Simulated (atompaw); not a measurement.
**Pseudopotential generation for lithium: PAW (atompaw), PBE**

Aim: build the potential from the settings below, then test how well it stands in for the atom: scattering, ghost states and the plane-wave cutoff that it needs.

The numbers are computed with atompaw 4.2.0.5 (PBE, scalar-relativistic, spin-unpolarised reference atom).

### Step 1. The atom and the settings

Typed settings, in words:

* element: lithium (Li, Z = 3)
* type: PAW
* frozen core: none
* valence charge: 3
* reference configuration: 1s2 2s1 2p0
* partial waves: 1s (bound): rc 0.50 bohr; 2s (bound): rc 3.00 bohr; 2p (bound, empty): rc 3.00 bohr; 2p channel at 0.25 Ry: rc 3.00 bohr; 3d channel at -0.1 Ry: rc 3.00 bohr; 3d channel at 2.3 Ry: rc 3.00 bohr
* local potential: bessel scheme, radius 2.20 bohr
* core correction: not asked for
* augmentation charge: besselshape compensation charge, radius 2.70 bohr; PAW radius 3.00 bohr; waves and projectors: custom polynom vanderbiltortho

The nodes and maxima of the atom's own shells, from an earlier all-electron run, set the scale for the radii.

All-electron outer shells of the reference configuration (PBE, scalar-relativistic, ld1.x):

```csv
shell,level (eV),outermost node (bohr),outermost maximum (bohr)
1s,-51.85,–,0.36
2s,-2.87,0.83,3.12
2p,-1.09,–,3.81
```

### Step 2. Generation

Input file Li.input:

```
Li 3
GGA-PBE scalarrelativistic loggrid 1500 logderivrange -6 5 276
2 2 0 0 0 0
2 0 1
2 1 0
0 0 0
v
v
v
2
3.00 2.70 2.20 2.95
n
y
0.25
n
y
-0.1
y
2.3
n
custom polynom vanderbiltortho besselshape
bessel
0.50
3.00
3.00
3.00
3.00
3.00
PWSCFOUT
UPFDX 0.0125d0 UPFXMIN -7.d0 UPFZMESH 3.d0
END
```

The run is started by

```console
$ atompaw < Li.input > Li.log
```

What does the calculation give? Wanted: cutoffs for 10 and 1 mRy, occupied levels; bound ghosts; largest phase difference near zero energy, channels read; lowest eigenvalue of the overlap; share of valence orbitals outside the PAW sphere; UPF file.

**Answer**, as computed:

```
                                                quantity                     value
               cutoffs for 10 and 1 mRy, occupied levels         160 Ry and 200 Ry
                                            bound ghosts                none found
largest phase difference near zero energy, channels read                 0.013 rad
         lowest eigenvalue of the overlap (Bessel basis)                 0.604 (s)
        share of valence orbitals outside the PAW sphere  1s 0 %, 2s 67 %, 2p 80 %
                                                UPF file                   written
```

**Reading.** By its cutoff, 160 Ry for the looser tolerance, it is very hard. The slowest occupied level is 1s: taken alone it needs 200 Ry to come within 1 mRy, against 6 Ry or less for 2s. The Bessel-basis test finds no level below the valence levels. Near zero energy the phases of the channels with partial waves agree within 0.013 rad.
